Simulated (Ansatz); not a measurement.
**Pt: strong compression**

Aim: compress Pt (bcc type) step by step, far beyond the usual range, and follow pressure and electronic structure. The runs shown use PAW. Its runs: cell relaxed at zero pressure (PAW); volume scaled by 1 (PAW); volume scaled by 0.9 (PAW); volume scaled by 0.8 (PAW); volume scaled by 0.7 (PAW); volume scaled by 0.6 (PAW); volume scaled by 0.5 (PAW); volume scaled by 0.4 (PAW and PAW (cutoff 800 eV)).

Computed with Ansatz 0.2.0 (DFT, LDA, PAW with Ansatz's default frozen-core files, scalar-relativistic, unless a step's input says otherwise).

### Step 1. The system as given

It takes space group Im-3m (No. 229, cubic). The conventional cell has a = 3.091 Å, b = 3.091 Å, c = 3.091 Å, α = 90.00°, β = 90.00°, γ = 90.00°. Around Pt (site symmetry m-3m) lie 8 Pt at 2.68 Å.

Coordinates:

```cif
data_structure
_symmetry_space_group_name_H-M 'P 1'
_symmetry_Int_Tables_number 1
_cell_length_a 2.6772
_cell_length_b 2.6772
_cell_length_c 2.6772
_cell_angle_alpha 109.471
_cell_angle_beta 109.471
_cell_angle_gamma 109.471
_cell_volume 14.77
loop_
_atom_site_label
_atom_site_type_symbol
_atom_site_fract_x
_atom_site_fract_y
_atom_site_fract_z
_atom_site_occupancy
Pt1 Pt 0.00000 0.00000 0.00000 1
```

Whether this phase is the stable one at these pressures isn't tested.

### Step 2. Cell relaxed at zero pressure, PAW

File input.yaml:

```yaml
crystal:
  lattice:
    - [-1.5456694941, 1.5456694941, 1.5456694941]
    - [1.5456694941, -1.5456694941, 1.5456694941]
    - [1.5456694941, 1.5456694941, -1.5456694941]
  atoms:
    - { symbol: Pt, position: [0.0, 0.0, 0.0] }
kpoints:
  mp_grid: { grid: [19, 19, 19] }
scf:
  occupations: { method: fermi_dirac, width: 0.1 }
hamiltonian:
  xc: lda
  pseudopotentials: { kind: paw }
output:
  forces: true
  stress: true
relax:
  f_tol: 0.005
  max_steps: 40
  cell: {}
```

Run with:

```bash
$ ansatz run input.yaml --threads 1 --pin off --max-ram 2048MiB --backend cpu --events-out ev --progress --plain --runs-dir out
```

Further steps of the session: Volume scaled by 1, PAW; Volume scaled by 0.9, PAW; Volume scaled by 0.8, PAW; Volume scaled by 0.7, PAW; Volume scaled by 0.6, PAW; Volume scaled by 0.5, PAW; Volume scaled by 0.4, PAW; Volume scaled by 0.4, PAW (cutoff 800 eV).

Q: Predict the outcome of this session. Wanted: PAW pressure at 0.4 of the volume; fitted bulk modulus at zero pressure.

**Answer**, as computed:

```
                                         quantity       value
                PAW pressure at 0.4 of the volume  2493.1 GPa
PAW (cutoff 800 eV) pressure at 0.4 of the volume  2492.5 GPa
       fitted bulk modulus at zero pressure (PAW)     321 GPa
                          its pressure derivative        4.57
```

What this shows: At 0.4 of the starting volume PAW gives 2493 GPa. A third-order Birch-Murnaghan curve fits the range only roughly (B₀ = 321 GPa, B′ = 4.57, misfit at most 40.35 GPa). A fit over so wide a range leans to the high pressures, so B₀ can be off by several per cent. No all-electron run checks these rows here, and frozen cores can fail under such compression. The ions are at rest, and the electrons smeared by 0.1 eV. Spin-orbit coupling is left out, though the cell holds Pt; in elements this heavy it can shift bands and gaps by tenths of an eV.

At pressures up to 2493 GPa the PAW spheres may overlap and frozen cores may not hold, so those PAW values are rough without an all-electron check.
